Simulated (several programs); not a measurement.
# What each method gives for In4Bi3P (ordering on zincblende)

In4Bi3P as one 8-atom ordering (I-42m) on the zincblende lattice, relaxed with r2SCAN in Ansatz, was computed with several methods. Space group I-42m (No. 121), tetragonal; conventional cell a = 6.540 Å, c = 13.039 Å, 34.85 Å³ an atom. P is surrounded by 4 In at 2.60 Å; In is surrounded by 1 P at 2.60 Å and 3 Bi at 2.90–2.94 Å; Bi is surrounded by 4 In at 2.90 Å; Bi is surrounded by 4 In at 2.94 Å. Spin-unpolarised throughout. Whether this structure exists isn't addressed.

```
P In Bi
1.0
    -3.26990    3.26990    6.51927
     3.26990   -3.26990    6.51927
     3.26990    3.26990   -6.51927
P In Bi
1 4 3
Direct
  0.00000 0.00000 0.00000
  0.65548 0.65548 0.54476
  0.88928 0.34452 0.00000
  0.11072 0.11072 0.45524
  0.34452 0.88928 0.00000
  0.25000 0.75000 0.50000
  0.50000 0.50000 0.00000
  0.75000 0.25000 0.50000
```

Gaps and times are for a single point on this cell; volume and bulk modulus come from each method's own relaxation or energy curve at fixed shape, which is too stiff where a cell has free coordinates or axes. Times are rough, from shared hosts (Arm Neoverse V1; NVIDIA H100 80GB HBM3), and each method has its own mesh and cell size. A double dagger marks a value from a curve with shape and coordinates held. PM7 (MOPAC), GFN2-xTB (tblite) treat a cluster of cells at its zone centre, which samples few k points: where these miss a band edge, the gap comes out too large for that reason alone. Gaps from k meshes are read at a limited set of points (mesh, symmetry points, PBE's band edges), so each method's own least gap may be somewhat smaller. xTB and the PM methods were fitted mostly to molecules, and can miss a solid's gap by electronvolts. Minimal bases can be far off for gaps. Times of the plane-wave rungs are withheld (a dash), since they come from other jobs, hosts and meshes; the meshes of hybrids and Hartree-Fock don't converge their gaps to the digits shown. d marks a direct gap, i an indirect one (no mark: not told apart), a dash a value that wasn't computed or didn't pass its checks.

```json
{"method": "GFN2-xTB (tblite)", "kind": "tight binding", "gap (eV)": "0.06", "own volume (Å³/atom)": "–", "bulk modulus (GPa)": "–", "atoms computed": "cluster", "processor time": "4.7 s"}
{"method": "light PBE (260 eV, its own mesh)", "kind": "light plane-wave", "gap (eV)": "0.01", "own volume (Å³/atom)": "–", "bulk modulus (GPa)": "–", "atoms computed": "8", "processor time": "7.9 s"}
{"method": "PBE+SOC", "kind": "semilocal", "gap (eV)": "overlap 0.34", "own volume (Å³/atom)": "–", "bulk modulus (GPa)": "–", "atoms computed": "8", "processor time": "–"}
{"method": "PBE/SZV (CP2K)", "kind": "small basis", "gap (eV)": "0.04 d", "own volume (Å³/atom)": "37.39‡", "bulk modulus (GPa)": "36‡", "atoms computed": "8", "processor time": "39 s"}
{"method": "PBE", "kind": "semilocal", "gap (eV)": "0.01", "own volume (Å³/atom)": "36.22", "bulk modulus (GPa)": "35‡", "atoms computed": "8", "processor time": "–"}
{"method": "PM7 (MOPAC)", "kind": "semi-empirical", "gap (eV)": "3.66", "own volume (Å³/atom)": "–", "bulk modulus (GPa)": "–", "atoms computed": "cluster", "processor time": "79 s"}
{"method": "PBE/DZVP (CP2K)", "kind": "small basis", "gap (eV)": "0.01", "own volume (Å³/atom)": "36.38‡", "bulk modulus (GPa)": "36‡", "atoms computed": "8", "processor time": "97 s"}
{"method": "HSE06", "kind": "hybrid", "gap (eV)": "0.02 d", "own volume (Å³/atom)": "–", "bulk modulus (GPa)": "–", "atoms computed": "8", "processor time": "–"}
{"method": "r2SCAN", "kind": "semilocal", "gap (eV)": "0.02", "own volume (Å³/atom)": "34.85", "bulk modulus (GPa)": "42‡", "atoms computed": "8", "processor time": "–"}
```

Volumes against r2SCAN's: PBE +3.9 %.

Runs without a result: GFN1-xTB (tblite) (single point).

With PBE and r2SCAN the bands overlap or touch, or nearly. Semilocal functionals can close a real gap, so this doesn't show a metal; small gaps of other methods may in turn close between the points read or with spin-orbit coupling, and the solid may be a semimetal.

Only the rows marked +SOC include spin-orbit coupling.
